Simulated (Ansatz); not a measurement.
# Cd7S: the cost of one run

Method: DFT PBE, scalar-relativistic, plane waves, PAW, unless a step names another level, in Ansatz 0.2.0.

2 further runs of the same task are left out: 1 that didn't finish, 1 set aside as unsound or not needed. Runs told in other sessions of the task aren't counted.

### 1 The structure to begin with

The structure is trigonal, space group P-3m1 (No. 164). Conventional cell: a = 3.613 Å, b = 3.613 Å, c = 16.952 Å, α = 90.00°, β = 90.00°, γ = 120.00°. Cd (site symmetry 3m) has 3 S at 2.69 Å and 3 Cd at 3.04 Å in its first shell of neighbours. Cd (site symmetry 3m) has 6 Cd at 3.04 to 3.08 Å in its first shell of neighbours. Around Cd (site symmetry 3m) lie 6 Cd at 3.08 to 3.10 Å. Cd (site symmetry -3m) has 6 Cd at 3.10 Å in its first shell of neighbours. S (site symmetry -3m) is surrounded by 6 Cd at 2.69 Å.

Coordinates:

```
CELL_PARAMETERS angstrom
3.61322 0.00000 0.00000
-1.80661 3.12914 0.00000
0.00000 0.00000 16.95192
ATOMIC_POSITIONS crystal
Cd 0.66667 0.33333 0.89952
Cd 0.33333 0.66667 0.10048
Cd 0.33333 0.66667 0.76880
Cd 0.66667 0.33333 0.63538
Cd 0.66667 0.33333 0.23120
Cd 0.33333 0.66667 0.36462
Cd 0.00000 0.00000 0.50000
S 0.00000 0.00000 0.00000
```

It came out lowest among 18 distinct ends of the trial cells. At a tolerance of 0.05 Å it has space group P-3m1 (No. 164).

### 2 Relaxing to 0.001 eV/Å, on the response runs' mesh and smearing

File input.yaml:

```yaml
crystal:
  lattice:
    - [3.613219458, 0.0, 0.0]
    - [-1.806609729, 3.1291398401, 0.0]
    - [0.0, 0.0, 16.9519159408]
  atoms:
    - { symbol: Cd, position: [0.6666666667, 0.3333333333, 0.8995208236] }
    - { symbol: Cd, position: [0.3333333333, 0.6666666667, 0.1004791764] }
    - { symbol: Cd, position: [0.3333333333, 0.6666666667, 0.7688043952] }
    - { symbol: Cd, position: [0.6666666667, 0.3333333333, 0.6353817555] }
    - { symbol: Cd, position: [0.6666666667, 0.3333333333, 0.2311956048] }
    - { symbol: Cd, position: [0.3333333333, 0.6666666667, 0.3646182445] }
    - { symbol: Cd, position: [0.0, 0.0, 0.5] }
    - { symbol: S, position: [0.0, 0.0, 0.0] }
basis:
  ecutwfc: 420
kpoints:
  mp_grid: { grid: [12, 12, 2] }
hamiltonian:
  xc: pbe
scf:
  occupations: { method: gaussian, width: 0.1 }
output:
  forces: true
  stress: true
  eigenvalues: true
relax:
  adjacent_minimum: "off"
  f_tol: 0.001
  max_steps: 60
  cell: { stress_tol: 0.01 }
```

Command:

```
$ ansatz run input.yaml --threads 3 --pin off --max-ram 7680MiB --backend cpu --events-out ev --progress --plain --runs-dir out
```

What time and memory should one allow on 3 threads of AMD EPYC (Zen 3), shared host?

About 2.2 min, with a peak of 0.88 GiB.
